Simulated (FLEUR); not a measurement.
## Cl: equation of state with PBEsol

Crystal: Cl.

```
Cl
1.0
     3.14500   -2.25000    0.00000
     3.14500    2.25000    0.00000
     0.00000    0.00000    8.21000
Cl
4
Direct
  0.37000 0.63000 0.40000
  0.13000 0.87000 0.90000
  0.63000 0.37000 0.60000
  0.87000 0.13000 0.10000
```

```yaml
Program: FLEUR MaX-R8.1 (later development tree)
Task: equation of state
Functional: PBEsol
Potentials_or_basis: all-electron
Basis: FLAPW
Kmax: 5.73 1/bohr
k_mesh: 7 × 7 × 4
Occupations: fermi-dirac, width 0.05 eV
Spin: no spin polarisation
Gmax: 17.8 1/bohr
Muffin-tin_radii: Cl 1.71 bohr
lmax: Cl 8
lnonsphr: Cl 8
Local_orbitals_a_species: Cl 4
```

```
Equilibrium volume                        : 28.16 Å³/atom
Bulk modulus at fixed shape and positions : 29 GPa
Pressure derivative of the bulk modulus   : 4.6 (rough: it moves with the points fitted)
```

Energy against volume, from the lowest point:
| volume (Å³/atom) | energy (meV/atom) |
| --- | --- |
| 27.305 | 2.26 |
| 27.886 | 0.00 |
| 28.467 | 0.04 |
| 29.048 | 2.13 |
| 29.629 | 6.05 |

Caveat: the cell was scaled at fixed shape and fractional positions, which overstates the stiffness of a crystal with free parameters, most of all of layers and chains.
